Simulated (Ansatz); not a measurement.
**ClH3SiZn: basis-set convergence**

An exercise on one series of results from a longer session: the logs are not shown, and one member is left open.

Program: Ansatz 0.2.0, Gaussian basis. Level of theory: one geometry, several basis sets. These are calculated values, not measurements.

Plan: PBE0-D4/def2-SVP; ωB97M-V/def2-SVP; PBE0-D4/def2-QZVPP; ωB97M-V/def2-QZVPP; the functionals' def2-TZVPP values are taken from earlier runs.

## The relaxed structure

All runs share one geometry, relaxed beforehand with PBE0-D4 in a triple-zeta def2 set.

SMILES `Cl[SiH2][ZnH]`, 6 atoms, charge 0, spin multiplicity 1.

Atoms are counted from 1 here; the program's logs count them from 0.

Bond lengths: Cl1–Si2 2.082 Å, Si2–Zn3 2.385 Å, Si2–H4 1.489 Å, Si2–H5 1.489 Å, Zn3–H6 1.553 Å. Angles: Cl1–Si2–Zn3 108.3°, Cl1–Si2–H4 106.2°, Cl1–Si2–H5 106.2°, Zn3–Si2–H4 114.4°, Zn3–Si2–H5 114.5°, H4–Si2–H5 106.6°, Si2–Zn3–H6 179.0°.

The first run:

Contents of in.yaml:

```yaml
crystal:
  periodic: [false, false, false]
  atoms:
    - {symbol: Cl, position_ang: [-2.274578, -0.426938, 0.088049]}
    - {symbol: Si, position_ang: [-0.362294, -0.073430, -0.656511]}
    - {symbol: Zn, position_ang: [1.123529, 0.186170, 1.191239]}
    - {symbol: H, position_ang: [-0.042529, -1.223810, -1.546222]}
    - {symbol: H, position_ang: [-0.471775, 1.124502, -1.534036]}
    - {symbol: H, position_ang: [2.069746, 0.349506, 2.411281]}
basis:
  gaussian: {orbitals: def2-SVP}
hamiltonian: {xc: pbe0, dispersion: d4}
output: {orbitals: {seedname: orbitals}}
```

The run is started by

```
> ansatz run in.yaml --threads 2 --pin off --events-out ev --progress --plain --max-ram 4352MiB
```

Steps of the session up to this table: PBE0-D4 in def2-SVP; ωB97M-V in def2-SVP; PBE0-D4 in def2-QZVPP; ωB97M-V in def2-QZVPP.

One of the session's tables, all rows but one given; the rest of the session is left out.

It belongs to the step «Functionals by basis». 

| functional | basis | HOMO (eV) |
| --- | --- | --- |
| PBE0-D4 | def2-SVP | ? |
| PBE0-D4 | def2-TZVPP | -7.36 |
| PBE0-D4 | def2-QZVPP | -7.37 |
| ωB97M-V | def2-SVP | -9.20 |
| ωB97M-V | def2-TZVPP | -9.38 |
| ωB97M-V | def2-QZVPP | -9.40 |

Estimate the missing values for PBE0-D4, def2-SVP.

As computed: HOMO (eV): -7.22. In the column «HOMO (eV)» it is the highest.
